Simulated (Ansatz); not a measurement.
# CH4AlClF2O: the cost of one run

All numbers below are computed with Ansatz 0.2.0 (UKS PBE-D4/STO-3G).

## Step 1: Starting point

Bond lengths: Al1–O2 2.180 Å, O2–C3 1.410 Å, Al1–F4 1.638 Å, Al1–F5 1.635 Å, Al1–Cl7 2.601 Å, C3–H8 1.091 Å, C3–H9 1.092 Å, C3–H10 1.095 Å. Angles: Al1–O2–C3 128.6°, O2–Al1–F4 110.7°, O2–Al1–F5 111.5°, O2–Al1–Cl7 74.3°, F4–Al1–F5 123.9°, F4–Al1–Cl7 117.5°, F5–Al1–Cl7 108.3°, O2–C3–H8 108.8°, O2–C3–H9 111.9°, O2–C3–H10 108.2°, H8–C3–H9 109.0°, H8–C3–H10 109.1°, H9–C3–H10 109.8°.

As a file:

```xyz
10

Al   -0.4672    1.3453    0.9881
O     0.6781   -0.2589    0.0568
C     0.5532   -0.7875   -1.2449
F    -1.4249    2.0879   -0.1136
F     0.4177    2.1405    2.1099
H    -0.0205   -0.8969    0.9043
Cl   -1.3458   -0.8588    2.0542
H     0.9262   -0.0533   -1.9598
H    -0.4838   -1.0264   -1.4889
H     1.1671   -1.6918   -1.3061
```

## Step 2: Run 1

150 steps of 0.5 fs at constant energy, with velocities drawn for 1000 K.

The input, input.yaml:

```yaml
crystal:
  periodic: [false, false, false]
  atoms:
    - { symbol: Al, position_ang: [-0.4672, 1.3453, 0.9881] }
    - { symbol: O, position_ang: [0.6781, -0.2589, 0.0568] }
    - { symbol: C, position_ang: [0.5532, -0.7875, -1.2449] }
    - { symbol: F, position_ang: [-1.4249, 2.0879, -0.1136] }
    - { symbol: F, position_ang: [0.4177, 2.1405, 2.1099] }
    - { symbol: H, position_ang: [-0.0205, -0.8969, 0.9043] }
    - { symbol: Cl, position_ang: [-1.3458, -0.8588, 2.0542] }
    - { symbol: H, position_ang: [0.9262, -0.0533, -1.9598] }
    - { symbol: H, position_ang: [-0.4838, -1.0264, -1.4889] }
    - { symbol: H, position_ang: [1.1671, -1.6918, -1.3061] }
magnetization:
  spin_polarized: true
basis:
  gaussian: { orbitals: STO-3G }
hamiltonian:
  xc: pbe
  dispersion: d4
md:
  timestep: 0.5
  n_steps: 150
  ensemble: nve
  temperature: 1000.0
  initial_velocities: maxwell_boltzmann
  seed: 767263
```

Launch:

```
ansatz run input.yaml --threads 1 --pin off --max-ram 2048MiB --backend cpu --events-out ev --progress --plain --runs-dir out
```

Q: Estimate wall time and peak memory on 1 thread of Arm Neoverse V2, shared host.

About 9.3 min, with a peak of 0.12 GiB.
